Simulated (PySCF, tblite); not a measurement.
# C₂H₁₁Si₃ radical: geometry, infrared bands and EPR parameters

What infrared bands and EPR parameters should C₂H₁₁Si₃ radical (`[SiH3][CH]C([SiH3])[SiH3]`) show?

The runs use tblite 0.8.0 and PySCF 2.14.0, with density-fitted response routines of our own; the level of theory stands in each step. All values are computed, except where a source is named. Atoms count from 0, in the outputs and in this text.

**1. Starting geometry**

16 atoms, charge 0, multiplicity 2; geometry from: force field or distance geometry start.

Bonds of the start (Å): Si0–C1 1.84, C1–C2 1.51, C2–Si3 1.91, C2–Si4 1.89, Si0–H5 1.48, Si0–H6 1.49, Si0–H7 1.47, C1–H8 1.08, C2–H9 1.09, Si3–H10 1.49, Si3–H11 1.49, Si3–H12 1.47, Si4–H13 1.48, Si4–H14 1.49, Si4–H15 1.49.

**2. Relaxing the molecule with GFN2-xTB**

The job: settings as JSON, then the geometry in Å.

```
{"job": {"kind": "relax", "xc": "GFN2-xTB", "basis": "xTB"}, "charge": 0, "multiplicity": 2}
Si     2.616900    -0.250600     0.060300
C      0.884100    -0.433500    -0.516000
C     -0.268500     0.181600     0.231700
Si    -1.298200     1.401100    -0.810000
Si    -1.569800    -1.049700     0.846600
H      2.731100    -0.805400     1.425600
H      2.958600     1.195000     0.083000
H      3.522100    -0.963900    -0.857400
H      0.748800    -1.029900    -1.405200
H      0.077800     0.734100     1.110800
H     -1.893700     0.722900    -1.990700
H     -2.374200     2.024300     0.009300
H     -0.417800     2.483100    -1.282200
H     -2.633100    -0.375400     1.618900
H     -2.174800    -1.794600    -0.288500
H     -0.916800    -2.030300     1.752500
```

Run with:

```sh
> OMP_NUM_THREADS=1 python probes_run.py task.json out
```

The driver reads the jobs from task.json and runs them one after another.

The program printed:

```text
step      E/eV     max force
  0    -407.96363    1.260
  1    -408.02544    0.712
  2    -408.05691    0.602
  3    -408.07595    0.437
  4    -408.09448    0.320
  5    -408.10730    0.239
  6    -408.11556    0.286
  7    -408.12148    0.285
  8    -408.12699    0.206
  9    -408.13080    0.121
 10    -408.13301    0.095
 11    -408.13462    0.094
 12    -408.13657    0.132
 13    -408.13928    0.136
 14    -408.14220    0.116
 15    -408.14455    0.116
 16    -408.14655    0.151
 17    -408.14892    0.168
 18    -408.15137    0.119
 19    -408.15322    0.115
 20    -408.15447    0.096
 21    -408.15568    0.108
 22    -408.15743    0.136
 23    -408.15972    0.124
 24    -408.16151    0.100
 25    -408.16225    0.079
 26    -408.16259    0.050
 27    -408.16292    0.052
 28    -408.16333    0.057
 29    -408.16377    0.049
 30    -408.16414    0.046
 31    -408.16435    0.036
 32    -408.16445    0.020
 33    -408.16449    0.010
```

It took 0.23 s on 1 thread of Arm Neoverse V1, shared host.

Relaxation path: (not every step is listed)

```
step  energy from step 0 (eV)  largest force (eV/Å)
   0                   0.0000                1.2602
   1                  -0.0618                0.7121
   2                  -0.0933                0.6020
   3                  -0.1123                0.4372
   4                  -0.1308                0.3202
   5                  -0.1437                0.2391
   6                  -0.1519                0.2856
   7                  -0.1578                0.2851
   8                  -0.1634                0.2060
  10                  -0.1694                0.0950
  12                  -0.1729                0.1320
  14                  -0.1786                0.1162
  16                  -0.1829                0.1507
  18                  -0.1877                0.1187
  20                  -0.1908                0.0957
  22                  -0.1938                0.1360
  24                  -0.1979                0.1004
  26                  -0.1990                0.0502
  28                  -0.1997                0.0565
  29                  -0.2001                0.0489
  30                  -0.2005                0.0456
  31                  -0.2007                0.0355
  32                  -0.2008                0.0199
  33                  -0.2009                0.0102
```

Close pairs (by a distance rule), those that changed most:

```
   bond  before (Å)  after (Å)  change (Å)
  C1–C2       1.505      1.460      -0.046
Si3–H11       1.489      1.464      -0.025
 C2–Si4       1.894      1.919      +0.024
Si4–H14       1.486      1.463      -0.023
Si3–H10       1.486      1.463      -0.023
Si4–H15       1.486      1.464      -0.023
 Si0–H6       1.486      1.473      -0.013
Si4–H13       1.477      1.464      -0.013
```

The end geometry stands in the next job.

**3. Vibrational analysis with GFN2-xTB**

The job: settings as JSON, then the geometry in Å.

```
{"job": {"kind": "ir", "xc": "GFN2-xTB", "basis": "xTB"}, "charge": 0, "multiplicity": 2}
Si     2.533651    -0.240074     0.059296
C      0.769429    -0.390798    -0.456562
C     -0.339948     0.220162     0.269082
Si    -1.234401     1.474286    -0.874536
Si    -1.525138    -1.153516     0.892933
H      2.738066    -0.775894     1.416059
H      2.951898     1.171509     0.105969
H      3.369523    -0.972423    -0.892876
H      0.500657    -0.955220    -1.339170
H      0.035165     0.763482     1.141215
H     -1.774437     0.759135    -2.031437
H     -2.319665     2.122380    -0.135379
H     -0.263660     2.477890    -1.312053
H     -2.614064    -0.548727     1.663087
H     -2.068663    -1.871880    -0.260455
H     -0.766012    -2.071371     1.743414
```

The program printed:

```text
mode    cm-1     km/mol
  1      20.7      0.47
  2      51.2      0.11
  3     129.3      0.01
  4     133.3      0.02
  5     140.7      1.34
  6     183.2      0.25
  7     233.2      0.70
  8     272.1      1.07
  9     482.5     18.73
 10     493.4     10.76
 11     503.6      3.22
 12     512.7      6.05
 13     530.4      5.94
 14     531.5     60.07
 15     565.7    183.69
 16     691.7     59.04
 17     756.8    394.45
 18     765.6    165.06
 19     771.0    125.01
 20     777.8     14.28
 21     780.4    163.96
 22     783.3    810.28
 23     788.4    287.01
 24     792.2    305.59
 25     800.2     55.75
 26     832.0    150.26
 27     837.3    175.75
 28    1085.1     28.04
 29    1138.0     39.83
 30    1189.4      3.82
 31    1330.8      1.86
 32    2151.2    355.51
 33    2180.9    201.97
 34    2244.5     19.22
 35    2253.9    275.46
 36    2255.9     74.28
 37    2260.2    603.18
 38    2267.8    222.02
 39    2270.2    257.96
 40    2272.0    654.27
 41    2922.5     45.77
 42    3040.7     43.75
```

Run time: 0.56 s. Hardware: 1 thread of Arm Neoverse V1, shared host.

Which atoms move in the most intense modes:

```
cm⁻¹  km/mol                                   atoms
 757   394.4             C2 28 %, Si3 11 %, Si4 10 %
 783   810.3  H13 21 %, H11 21 %, H14 19 %, H10 18 %
 788   287.0   C2 22 %, H15 14 %, H12 14 %, H13 11 %
 792   305.6  H15 23 %, H12 22 %, H14 12 %, H10 11 %
2151   355.5                        H5 48 %, H6 47 %
2254   275.5                                 H7 95 %
2260   603.2                      H11 52 %, H13 44 %
2272   654.3            H14 32 %, H12 32 %, H10 24 %
```

**4. EPR parameters: B3LYP/pcH-1**

The job, as its differences from that of step 3:

```diff
@@ -1,2 +1,2 @@
-{"job": {"kind": "ir", "xc": "GFN2-xTB", "basis": "xTB"}, "charge": 0, "multiplicity": 2}
+{"job": {"kind": "epr", "basis": "pcH-1"}, "charge": 0, "multiplicity": 2}
 Si     2.533651    -0.240074     0.059296
```

Level: UKS B3LYP, pcH-1 on C H Si, non-relativistic, mean-field spin-orbit, GIAO.

The program printed:

```text
UKS, coarse grid
  cycle   1  E = -951.25591001  |g| = 2.97e-01
  cycle   2  E = -951.22967557  |g| = 3.47e-01
  cycle   3  E = -951.29050347  |g| = 6.64e-02
  cycle   4  E = -951.29300544  |g| = 1.12e-02
  cycle   5  E = -951.29307501  |g| = 3.23e-03
  cycle   6  E = -951.29308412  |g| = 1.48e-03
  cycle   7  E = -951.29308411  |g| = 8.11e-04
UKS, final grid
  cycle   1  E = -951.29306105  |g| = 1.09e-03
  cycle   2  E = -951.29306042  |g| = 1.57e-03
  cycle   3  E = -951.29306165  |g| = 4.78e-05
  cycle   4  E = -951.29306165  |g| = 2.69e-05
E = -951.29306165 Eh   <S^2> = 0.7538 (exact 0.7500)
g shifts (ppm)      1          2          3
  rmc          -138       -138       -138
  gc             -2         22         11
  oz_so         -13        100        753
  total        -154        -16        625
hyperfine (MHz)  atom isotope    a_iso     a_fc   dipolar eigenvalues
    0  29Si      45.62      45.69     -1.90     -0.55      2.45
    1   13C      71.18      71.30    -68.78    -67.92    136.70
    2   13C     -21.94     -21.94     -6.00     -1.63      7.64
    3  29Si    -101.41    -101.51    -15.63      7.19      8.44
    4  29Si    -101.70    -101.80    -15.64      7.19      8.45
    5    1H      62.69      62.69     -3.09     -1.79      4.88
    6    1H      62.66      62.66     -3.10     -1.79      4.89
    7    1H      -2.01      -2.01     -3.28     -2.54      5.82
    8    1H     -52.48     -52.49    -32.94      0.14     32.80
    9    1H      -0.89      -0.89     -3.90     -2.69      6.59
   10    1H      -2.62      -2.62     -2.38     -1.62      3.99
   11    1H      25.49      25.49     -1.84     -0.98      2.82
   12    1H      -2.89      -2.89     -3.04     -1.56      4.60
   13    1H      25.60      25.60     -1.84     -0.98      2.82
   14    1H      -2.63      -2.63     -2.37     -1.61      3.99
   15    1H      -2.91      -2.91     -3.05     -1.56      4.61
```

It took 65 s on 1 thread of Arm Neoverse V1, shared host; peak memory 1 GiB.

Principal g values 2.00217, 2.00230, 2.00294; g(iso) = 2.00247, against 2.00232 for a free electron.

Mean a(iso) over the nuclei that a row names, and the largest dipolar term of the row (other rows stand at the frozen geometry):

```
                      nuclei  isotope  a(iso) (MHz)  a(iso) (G, at g = 2.0023)  largest dipolar term (MHz)
                    Si3, Si4     29Si        -101.6                      -36.2                       -15.6
                          C1      13C          71.2                       25.4                       136.7
                          H8       1H         -52.5                      -18.7                       -32.9
                         Si0     29Si          45.6                       16.3                         2.5
                  H5, H6, H7       1H          41.1                       14.7                         5.8
                          C2      13C         -21.9                       -7.8                         7.6
H10, H11, H12, H13, H14, H15       1H           6.7                        2.4                         4.6
                          H9       1H          -0.9                       -0.3                         6.6
```

Mulliken spin populations:

Si0 -0.03; C1 0.92; C2 -0.04; Si3 0.05; Si4 0.05; H5 0.03; H6 0.03; H7 0.00; H8 -0.04; H9 0.00; H10 0.00; H11 0.02; H12 0.00; H13 0.02; H14 0.00; H15 0.00

In first order the couplings over 0.8 MHz of 1H give 112 distinct lines over 77.3 G, if the averaged nuclei exchange fast; the same motion can average rows kept apart here too.

The fields below are evaluated on a grid from the run's orbitals.

ELF in a plane through or near 6 of the atoms.

Ten even steps from ' ' (0.00) to '@' (1.00):
```
                                                        
                                                        
                          ==####++..                    
                        ##@@@@@@@@==                    
                        %%@@@@@@@@**..                  
            ..::..      ==@@@@@@@@++::----..            
          ..++##++        --%%++::++..####++..          
          ::**%%##--........--..####..####++::          
          ::==++----****++==##@@**::::====::            
        ..--::##%%..%%####%%::==%%++..                  
        ..--::**%%  %%####%%::==%%++..                  
          ::====----****++==##@@**::::--==::            
          ::**%%##--........--::**%%  ####++::          
          ..++##++        --%%++--==..####++..          
            ..::..      ==@@@@@@@@++::----..            
                        %%@@@@@@@@**..                  
                        ##@@@@@@@@==                    
                          ==####++..                    
                                                        
                                                        
```
The map spans 12.1 Å across and 10.7 Å up, centred on the molecule. Atoms in the plane (x, y in Å): Si0 (-2.5, 0.0), C2 (0.4, 0.0), Si3 (1.4, -1.6), Si4 (1.4, 1.6), H12 (0.5, -2.8), H15 (0.5, 2.8).

log10 of the density (e/Å³) in the same plane.

Values, 10 rows by 14 columns:
```
-4.0 -4.0 -4.0 -4.0 -4.0 -4.0 -4.0 -3.9 -3.9 -4.0 -4.0 -4.0 -4.0 -4.0
-4.0 -4.0 -4.0 -4.0 -4.0 -3.7 -2.8 -2.1 -2.2 -2.7 -3.4 -4.0 -4.0 -4.0
-4.0 -4.0 -3.8 -3.2 -3.1 -2.9 -1.8 -0.5 -0.6 -1.5 -2.1 -3.0 -4.0 -4.0
-4.0 -3.6 -2.5 -1.7 -1.5 -1.9 -1.6 -0.5  0.4 -0.2 -0.9 -2.2 -3.4 -3.9
-4.0 -2.9 -1.8 -0.7 -0.4 -0.6 -0.5 -0.2 -0.2 -0.6 -1.2 -2.4 -3.5 -4.0
-4.0 -2.8 -1.5 -0.5  1.5 -0.2  0.0  0.3 -0.1 -1.0 -1.8 -2.7 -3.8 -4.0
-4.0 -3.2 -2.1 -1.1 -0.8 -1.3 -1.3 -0.7  1.1 -0.1 -0.8 -2.2 -3.4 -4.0
-4.0 -4.0 -3.1 -2.4 -2.3 -2.5 -1.6 -0.2 -0.2 -0.8 -1.4 -2.5 -3.6 -4.0
-4.0 -4.0 -4.0 -3.8 -3.7 -3.2 -2.1 -1.2 -1.3 -2.0 -2.7 -3.5 -4.0 -4.0
-4.0 -4.0 -4.0 -4.0 -4.0 -4.0 -3.5 -3.0 -3.0 -3.5 -4.0 -4.0 -4.0 -4.0
```
The map spans 12.1 Å across and 10.7 Å up, centred on the molecule. Atoms in the plane (x, y in Å): Si0 (-2.5, 0.0), C2 (0.4, 0.0), Si3 (1.4, -1.6), Si4 (1.4, 1.6), H12 (0.5, -2.8), H15 (0.5, 2.8).

On the surface of density 0.002 e/bohr³ the electrostatic potential runs, from the 1st to the 99th percentile, from -0.10 to 1.16 V.

The spin density lies nearest to C1 61 %; H8 9 %.

**5. Outcome**

| quantity | value |
| --- | --- |
| strongest single infrared mode (GFN2-xTB) | 783 cm⁻¹, 810 km/mol |
| zero-point energy (GFN2-xTB) | 64.4 kcal/mol |
| g(iso) (B3LYP) | 2.00247 |
| ⟨S²⟩ | 0.754 (exact 0.75) |
| largest a(iso) (averaged by class) | 29Si on Si3, Si4, -101.6 MHz |
| potential on the surface of density 0.002 e/bohr³, 1st and 99th percentile | -0.10 V and 1.16 V |

What this shows: The optimisation took 33 steps and gained 0.201 eV; among the close pairs (by a distance rule), C1–C2 changed most, from 1.505 to 1.460 Å. No mode is imaginary among the 42: a minimum at this level. GFN2-xTB is a fitted tight-binding method: band positions and strengths are rough. Its intensities can rank the bands wrongly. C1 carries the largest spin population, 0.92 e. The isotropic g lies 0.2 ppt above the free-electron value. These values are for one conformer; the search (at its own cheap level) found 1 more, at 0.05 kcal/mol, and measured spectra average over such forms.
